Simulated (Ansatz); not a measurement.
**BCl2HO: vertical ionisation energy**

One table from this session's results is given with a row withheld; the runs are named, their logs left out.

The runs use Ansatz 0.2.0, Gaussian basis; unrestricted cation, the program's frozen cores in correlated methods.

Levels to be run: UKS PBE-D4/def2-TZVPP; UKS r2SCAN-D4/def2-TZVPP; UKS PBE0-D4/def2-TZVPP; UKS B3LYP-D4/def2-TZVPP; UKS wB97X-V/def2-TZVPP; UKS wB97M-V/def2-TZVPP; UKS B2PLYP/def2-TZVPP; UHF-CCSD(T)/def2-TZVPP; UHF-CCSD(T)/def2-QZVPP; extrapolation to the limit; then −ε(HOMO) from the neutral's earlier runs with LDA (SPW92), PBE-D4, revPBE-D4, BLYP-D4, r2SCAN-D4, B97M-V, PBE0-D4, B3LYP-D4, r2SCANh-D4, r2SCAN0-D4, HSE06-D4, BHLYP-D4, CAM-B3LYP-D4, LC-ωPBE, ωB97X-V, ωB97M-V.

### The geometry

All runs share one geometry, relaxed beforehand with PBE0-D4 in a triple-zeta def2 set.

SMILES `OB(Cl)Cl`, 5 atoms, charge 0, spin multiplicity 1.

Atoms are counted from 1 here; the program's logs count them from 0.

Bond lengths: O1–B2 1.341 Å, O1–H5 0.962 Å, B2–Cl3 1.745 Å, B2–Cl4 1.762 Å. Angles: B2–O1–H5 113.4°, O1–B2–Cl3 118.8°, O1–B2–Cl4 121.4°, Cl3–B2–Cl4 119.8°.

Geometry (Å):

```csv
atom,x (Å),y (Å),z (Å)
O1,0.77719,0.65750,0.38492
B2,-0.12278,-0.28565,0.07241
Cl3,-0.30990,-1.65566,1.13714
Cl4,-1.10994,-0.16527,-1.38171
H5,0.81533,1.37539,-0.25417
```

Set-up of the first run:

Contents of in.yaml:

```yaml
crystal:
  periodic: [false, false, false]
  atoms:
    - {symbol: O, position_ang: [0.777188, 0.657495, 0.384924]}
    - {symbol: B, position_ang: [-0.122777, -0.285650, 0.072415]}
    - {symbol: Cl, position_ang: [-0.309904, -1.655662, 1.137136]}
    - {symbol: Cl, position_ang: [-1.109941, -0.165273, -1.381706]}
    - {symbol: H, position_ang: [0.815333, 1.375391, -0.254168]}
basis:
  gaussian: {orbitals: def2-TZVPP}
total_charge: 1
magnetization: {spin_polarized: true, initial_magnetization: 1}
hamiltonian: {xc: pbe, dispersion: d4}
```

Launch:

```sh
$ ansatz run in.yaml --threads 2 --pin off --events-out ev --progress --plain --max-ram 22528MiB --backend cpu
```

Steps of the session up to this table: Cation, UKS PBE-D4/def2-TZVPP; Cation, UKS r2SCAN-D4/def2-TZVPP; Cation, UKS PBE0-D4/def2-TZVPP; Cation, UKS B3LYP-D4/def2-TZVPP; Cation, UKS wB97X-V/def2-TZVPP; Cation, UKS wB97M-V/def2-TZVPP; Cation, UKS B2PLYP (frozen core)/def2-TZVPP; Cation, UHF-CCSD(T)/def2-TZVPP; Cation, UHF-CCSD(T)/def2-QZVPP.

One table of the session follows, with a row left open; its other results are not shown here.

It belongs to the step «Ionisation energies side by side». For comparison, −ε(HOMO) of the neutral from earlier runs:

```
  functional  −ε(HOMO) (eV)
 LDA (SPW92)           7.77
      PBE-D4           7.63
   revPBE-D4           7.57
     BLYP-D4           7.46
   r2SCAN-D4              ?
      B97M-V           8.10
     PBE0-D4           9.08
    B3LYP-D4           8.79
  r2SCANh-D4           8.53
  r2SCAN0-D4           9.32
    HSE06-D4           8.68
    BHLYP-D4          10.38
CAM-B3LYP-D4          10.47
     LC-ωPBE          11.93
     ωB97X-V          11.53
     ωB97M-V          11.35
```

Q: Estimate the row for r2SCAN-D4 from the others.

Worked estimate for «−ε(HOMO) (eV)». Against the share of exact exchange, r2SCANh-D4 (0.1, 8.53), r2SCAN0-D4 (0.25, 9.32) give a slope of 5.27 per unit share; at 0 the line stands at 8.00.

**Answer.** −ε(HOMO) (eV): 8.00. In «−ε(HOMO) (eV)» the line misses by 0.00.
